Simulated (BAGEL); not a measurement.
# C4H6 (SMILES [CH2]/C=C/[CH2]): UHF/STO-3G (density fitting with qzvpp-jkfit)

What is the electronic atomisation energy of C4H6 at UHF/STO-3G (density fitting with qzvpp-jkfit)? 

The results are computed with BAGEL 1.2.2.

16 further runs of the same task are left out: 2 that didn't finish, 14 set aside as unsound or not needed.

**1. The structure to begin with**

C4H6: 10 atoms, total charge 0, spin state triplet. SMILES: `[CH2]/C=C/[CH2]`. The shape is that of a GFN2-xTB optimisation.

Bond lengths: C1–C2 1.433 Å, C2–C3 1.386 Å, C3–C4 1.367 Å, C1–H5 1.076 Å, C1–H6 1.077 Å, C2–H7 1.090 Å, C3–H8 1.083 Å, C4–H9 1.076 Å, C4–H10 1.074 Å. Some angles: C1–C2–C3 125.1°, C2–C3–C4 124.3°, C1–C2–H7 117.9°, C3–C2–H7 117.0°, C2–C1–H5 121.3°, C2–C1–H6 121.3°, C2–C3–H8 117.2°, C4–C3–H8 118.5°, C3–C4–H9 121.2°, C3–C4–H10 121.5°.

**2. A single-point energy at UHF/STO-3G (density fitting with qzvpp-jkfit)**

Input file hf.json:

```json
{ "bagel": [

{
  "title": "molecule",
  "basis": "sto-3g",
  "df_basis": "qzvpp-jkfit",
  "angstrom": true,
  "geometry": [
    { "atom": "C", "xyz": [      -1.536390,       0.695750,      -0.865840 ] },
    { "atom": "C", "xyz": [      -0.337380,       0.574810,      -0.089560 ] },
    { "atom": "C", "xyz": [       0.370720,      -0.600790,       0.105730 ] },
    { "atom": "C", "xyz": [       1.512930,      -0.698270,       0.849660 ] },
    { "atom": "H", "xyz": [      -1.501540,       0.935600,      -1.914110 ] },
    { "atom": "H", "xyz": [      -2.508100,       0.586720,      -0.414280 ] },
    { "atom": "H", "xyz": [       0.053810,       1.473290,       0.386830 ] },
    { "atom": "H", "xyz": [      -0.015240,      -1.495410,      -0.367010 ] },
    { "atom": "H", "xyz": [       1.934940,       0.162690,       1.338890 ] },
    { "atom": "H", "xyz": [       2.026240,      -1.634380,       0.969680 ] }
  ]
},

{ "title": "uhf", "nopen": 2 },

{ "title": "print", "file": "orbitals.molden", "orbitals": true }

]}
```

Launch:

```console
$ BAGEL_NUM_THREADS=1 BAGEL hf.json > hf.out
```

Standard output:

```text
* using 1 threads per process

  ===============================================================
  ===============================================================

  *** Geometry ***

  { "atom" : "C", "xyz" : [     -2.903356,      1.314777,     -1.636200 ] },
  { "atom" : "C", "xyz" : [     -0.637556,      1.086233,     -0.169244 ] },
  { "atom" : "C", "xyz" : [      0.700559,     -1.135329,      0.199801 ] },
  { "atom" : "C", "xyz" : [      2.859023,     -1.319539,      1.605625 ] },
  { "atom" : "H", "xyz" : [     -2.837499,      1.768028,     -3.617144 ] },
  { "atom" : "H", "xyz" : [     -4.739622,      1.108740,     -0.782876 ] },
  { "atom" : "H", "xyz" : [      0.101686,      2.784115,      0.731003 ] },
  { "atom" : "H", "xyz" : [     -0.028799,     -2.825915,     -0.693548 ] },
  { "atom" : "H", "xyz" : [      3.656507,      0.307440,      2.530135 ] },
  { "atom" : "H", "xyz" : [      3.829039,     -3.088531,      1.832430 ] },

  Number of auxiliary basis functions:      408

  Since a DF basis is specified, we compute 2- and 3-index integrals:
    o Being stored without compression. Storage requirement is 0.002 GB

  Number of basis functions:       26
  Number of electrons      :       30

    * METHOD: MOLECULE                             0.22

  *** Open-shell HF ***

  === Nuclear Repulsion ===
   102.9465174538

      * DIIS with orbital gradients will be used.

  === UHF iteration (sto-3g) ===
      0       -152.91708279          0.01707201           0.02
      1       -152.96403972          0.00505976           0.02
      2       -152.97655757          0.00164396           0.02
      3       -152.98359273          0.00059392           0.02
      4       -152.98612140          0.00031240           0.02
      5       -152.98827267          0.00013026           0.02
      6       -152.98848375          0.00003573           0.02
      7       -152.98848837          0.00001474           0.02
      8       -152.98848972          0.00000524           0.02
      9       -152.98848992          0.00000091           0.02
     10       -152.98848993          0.00000042           0.02
     11       -152.98848993          0.00000017           0.03
     12       -152.98848993          0.00000007           0.03
     13       -152.98848993          0.00000001           0.02
     14       -152.98848993          0.00000001           0.02
    * SCF iteration converged.

    * S^2 (UHF) is 2.2940

    * Permanent dipole moment:
           (    0.024380,    -0.012883,     0.013576) a.u.

    * METHOD: UHF                                  0.40

    * METHOD: PRINT                                0.00

  ===============================================================
```

It took 0.91 s on 1 thread of Intel Xeon Platinum 8259CL at 2.50GHz (Skylake/Cascade Lake), shared host.

**3. The C atom**

Input file input.json:

```json
{ "bagel": [

{
  "title": "molecule",
  "basis": "sto-3g",
  "df_basis": "qzvpp-jkfit",
  "angstrom": "true",
  "geometry": [
    { "atom": "C", "xyz": [       0.000000,       0.000000,       0.000000 ] }
  ]
},

{
  "title": "uhf",
  "nopen": 2
},

{
  "title": "print",
  "file": "orbitals.molden",
  "orbitals": "true"
}

]}
```

Launch:

```console
$ BAGEL_NUM_THREADS=1 BAGEL input.json > input.out
```

Standard output:

```text
* using 1 threads per process

  ===============================================================
  ===============================================================

  *** Geometry ***

  { "atom" : "C", "xyz" : [      0.000000,      0.000000,      0.000000 ] },

  Number of auxiliary basis functions:       75

  Since a DF basis is specified, we compute 2- and 3-index integrals:
    o Being stored without compression. Storage requirement is 0.000 GB

  Number of basis functions:        5
  Number of electrons      :        6

    * METHOD: MOLECULE                             0.03

  *** Open-shell HF ***

  === Nuclear Repulsion ===
     0.0000000000

      * DIIS with orbital gradients will be used.

  === UHF iteration (sto-3g) ===
      0        -37.19852448          0.00000000           0.00
    * SCF iteration converged.

    * S^2 (UHF) is 2.0000

    * Permanent dipole moment:
           (    0.000000,     0.000000,    -0.000000) a.u.

    * METHOD: UHF                                  0.03

    * METHOD: PRINT                                0.00

  ===============================================================
```

It took 0.34 s on 1 thread of Intel Xeon Platinum 8259CL at 2.50GHz (Skylake/Cascade Lake), shared host.

**4. The H atom**

Input file input.json:

```json
{ "bagel" : [

{
  "title" : "molecule",
  "basis" : "sto-3g",
  "df_basis" : "qzvpp-jkfit",
  "angstrom" : true,
  "geometry" : [
    { "atom" : "H", "xyz" : [       0.000000,       0.000000,       0.000000 ] }
  ]
},

{
  "title" : "uhf",
  "nopen" : 1
},

{
  "title" : "print",
  "file" : "orbitals.molden",
  "orbitals" : true
}

]}
```

Run the same way, it converges to -0.46658 Eh (log not shown).

**5. What came out**

At UHF/STO-3G (density fitting with qzvpp-jkfit):

| quantity | value |
| --- | --- |
| molecule: total energy | -152.98849 Eh |
| molecule: dipole moment | 0.08 D |
| molecule: ⟨S²⟩ | 2.294 |
| C atom: total energy | -37.19852 Eh |
| C atom: dipole moment | 0.00 D |
| C atom: ⟨S²⟩ | 2.000 |
| H atom: total energy | -0.46658 Eh |
| H atom: dipole moment | 0.00 D |
| H atom: ⟨S²⟩ | 0.750 |
| electronic atomisation energy | 37.957 eV |

What this shows: Taking the molecule apart into free atoms costs 37.96 eV (875 kcal/mol), before zero-point energy and without spin-orbit coupling. Hartree–Fock lacks the correlation of the bonding pairs, which as a rule makes this value much too low; in minimal bases other errors can mask that. In a minimal basis such a difference can be off by several eV, whatever the method. ⟨S²⟩ (molecule) is 2.29 where a pure triplet has 2.00: the reference is spin-contaminated.
